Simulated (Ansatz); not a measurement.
Run this with Ansatz 0.2.0 through its Python package and show what comes out.

`cd.vasp`
```text
Cd
1.0
   1.60802915    0.92839606    2.44928741
  -1.60802915    0.92839606    2.44928741
   0.00000000   -1.85679213    2.44928741
Cd
1
Direct
   0.00000000    0.00000000    0.00000000
```

`run_slab.py`
```python
'''Slab calculation for Cd.'''

import warnings

import ansatz as az
from ase.build import surface
from ase.io import read
import numpy as np

warnings.simplefilter('ignore', az.DeckWarning)

atoms = read('cd.vasp', format='vasp')
# Miller indices count the vectors of the cell as typed
slab = surface(atoms, (0, 0, 1), 4, vacuum=8.0)
slab.pbc = True

print(slab.get_chemical_formula(), 'area {:.3f} A^2, cell height {:.2f} A'.format(np.linalg.norm(np.cross(slab.cell[0], slab.cell[1])), slab.cell[2, 2]))


def settings(structure):
    return (
        az.Crystal.from_ase(structure).calculation()
        .functional('PBEsol')
        .basis(20 * az.Ry)
        .occupations('gaussian')  # the run then minimises F = E - TS
        .scf(tolerance=1e-06)
    )


calculation = (
    settings(slab)
    .kpoints(6, 6, 1)  # sampling of the Brillouin zone
    .electric_field(axis=3, dipole_correction=True)
    .potential()  # keep the local potentials
    .forces()  # eV per angstrom
)
outcome = calculation.run(threads=1, pin='off')
rep = outcome.report

print(f'slab free energy {rep["free_energy_ev"]:.4f} eV, Fermi level {rep["fermi_energy_ev"]:.3f} eV')
for key, value in rep['work_function'].items():
    if isinstance(value, float):
        print(f'{key:34s} {value:12.5f}')

print('z (A) and force along z (eV/A)')
for site, force in sorted(zip(outcome.lattice.sites, rep['forces_ev_ang']), key=lambda pair: pair[0].position_ang[2]):
    print(f'{site.symbol:3s} {site.position_ang[2]:8.3f} {force[2]:9.4f}')
```

`python run_slab.py` gives:
```text
Cd4 area 8.424 A^2, cell height 23.81 A
RunWarning: The output density's exchange-correlation potential varies sharply where the density is thin. Do not read a vacuum level from v_tot or v_xc, or from such a field of the output density. On a cell that repeats whose density bears no net charge and no dipole along the vacuum's axis use v_es (v_loc + v_h of the components); under efield.dipole_correction with no amplitude use v_es + v_field, which holds any external_charges[].barrier, or the levels of the report's work_function block, [...]
slab free energy -32733.4429 eV, Fermi level 4.168 eV
ramp_position                           0.95000
ramp_width                              0.10000
amplitude_v_ang                         0.00000
dipole_field_v_ang                     -0.00005
dipole_moment_e_ang                    -0.00006
phi_plus_ev                             3.84243
phi_minus_ev                            3.84147
vacuum_level_plus_ev                    8.01018
vacuum_level_minus_ev                   8.00923
flatness_plus_ev_ang                    0.00216
flatness_minus_ev_ang                   0.00190
ramp_density_extremum_e_ang3            0.00001
ramp_density_minimum_e_ang3             0.00000
ramp_density_bound_e_ang3               0.00001
ramp_density_effective_e_ang3           0.00001
plane_spacing_ang                       0.17639
z (A) and force along z (eV/A)
Cd     8.000    0.0527
Cd    10.604    0.2222
Cd    13.209   -0.2222
Cd    15.813   -0.0528
```
(Warnings from the package without file and line, shortened.)

Caveats:
- These settings explore the input space; cutoff and mesh may be short of convergence.
- The cutoff lies under the one recommended for these potentials.
- For a metal this k-point mesh is coarse: on a finer one energies can move by several to tens of meV an atom and pressures by half a GPa or more, differences at one mesh by less.
- The zero of the levels is a convention of the potentials, so an absolute Fermi energy is no work function.
- This isn't the structure that Cd takes at ambient conditions.
- The slab is thin and cut from the structure as given; a cut can leave two unlike or polar faces, and the surface energy is then their mean. Miller indices refer to the vectors of the cell as typed, and the lattice isn't relaxed for this functional, so relaxation and surface energy can hold strain.
- The script silences the warnings on its input, which a real study should read.
- Hardware and time: 9.2 s on 1 thread of Arm Neoverse V1, with other jobs on the host, peak memory 0.44 GiB.

(Lines on the test bed's own set-up are left out of the output.)
